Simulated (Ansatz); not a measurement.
# KCrF3: the cost of one run

Program: the Python package of Ansatz 0.2.0. Level of theory: DFT LDA, plane waves, PAW. These are calculated values, not measurements.

## Step 1: The structure

Symmetry: Pm-3m, No. 221, cubic system. Conventional cell: a = 4.220 Å, b = 4.220 Å, c = 4.220 Å, α = 90.00°, β = 90.00°, γ = 90.00°. K (site symmetry m-3m) is surrounded by 12 F at 2.98 Å. Cr (site symmetry m-3m) is surrounded by 6 F at 2.11 Å. Around F (site symmetry 4/mmm) lie 2 Cr at 2.11 Å and 4 K at 2.98 Å.

The script reads kcrf3.cif:

```cif
data_KCrF3
_cell_length_a 4.219636
_cell_length_b 4.219636
_cell_length_c 4.219636
_cell_angle_alpha 90.00000
_cell_angle_beta 90.00000
_cell_angle_gamma 90.00000
_symmetry_space_group_name_H-M 'P 1'
_symmetry_Int_Tables_number 1
loop_
_symmetry_equiv_pos_as_xyz
'x, y, z'
loop_
_atom_site_label
_atom_site_type_symbol
_atom_site_fract_x
_atom_site_fract_y
_atom_site_fract_z
K1 K    0.500000    0.500000    0.500000
Cr2 Cr    0.000000    0.000000    0.000000
F3 F    0.500000    0.000000    0.000000
F4 F    0.000000    0.000000    0.500000
F5 F    0.000000    0.500000    0.000000
```

## Step 2: The code

File compress.py:

```python
'''Volume and enthalpy of KCrF3 against pressure.'''

import argparse
import warnings

import ansatz as az
from ase.io import read
import numpy as np
import pandas as pd

parser = argparse.ArgumentParser(description='Volume and enthalpy of KCrF3 against pressure.')
parser.add_argument('--cutoff', type=float, required=True, help='plane-wave cutoff (eV)')
parser.add_argument('--kgrid', type=int, nargs=3, required=True, help='k-point sampling')
parser.add_argument('--occupations', required=True, help='how the bands are filled')
args = parser.parse_args()

def edges_and_angles(cell):
    cell = np.asarray(cell)
    a, b, c = np.linalg.norm(cell, axis=1)
    cosines = cell[1] @ cell[2] / (b * c), cell[0] @ cell[2] / (a * c), cell[0] @ cell[1] / (a * b)
    return (a, b, c, *np.degrees(np.arccos(cosines)))


def main() -> None:
    warnings.simplefilter('ignore', az.DeckWarning)

    atoms = read('kcrf3.cif')
    crystal = az.Crystal.from_ase(atoms).moments(Cr=2.1)

    calculation = crystal.calculation()
    calculation = calculation.spin(az.SpinTreatment.COLLINEAR)
    calculation = calculation.basis(args.cutoff).kpoints(*args.kgrid)
    calculation = calculation.functional(az.Functional.LDA)
    calculation = calculation.occupations(args.occupations, width=150 * az.meV)
    calculation = calculation.pseudopotentials('paw')

    # H = F + PV, with 1 GPa A^3 = 1/160.21766 eV
    rows = []
    for pressure in [0, 5, 10, 20]:
        res = calculation.relax(cell=True, pressure=pressure, force_tolerance=0.05).run(threads=1, backend='cpu')
        cell = res.lattice.cell_ang
        n_atoms = len(res.lattice.sites)
        volume = abs(np.linalg.det(cell)) / n_atoms
        enthalpy = res.report['free_energy_ev'] / n_atoms + pressure * volume / 160.21766
        rows.append((pressure, volume, enthalpy, *edges_and_angles(cell)))
        print(f'{pressure} GPa done: {volume:.4f} A^3/atom')

    table = pd.DataFrame(rows, columns=['P_GPa', 'V_A3_atom', 'H_eV_atom', 'a', 'b', 'c', 'alpha', 'beta', 'gamma'])
    print(table.round(4).to_string(index=False))
    p, v = np.array([row[0] for row in rows], float), np.array([row[1] for row in rows])
    print('mean bulk modulus between rows (GPa):', np.round(-np.diff(p) / np.diff(np.log(v)), 1))


if __name__ == '__main__':
    main()
```

## Step 3: The run

Started as:

```bash
$ python compress.py --cutoff 450.0 --kgrid 6 6 6 --occupations fermi_dirac
```

**Question.** How long does this script take on 1 thread of Arm Neoverse V1, shared host, and how much memory does it need?

About 2.6 min, with a peak of 0.56 GiB.
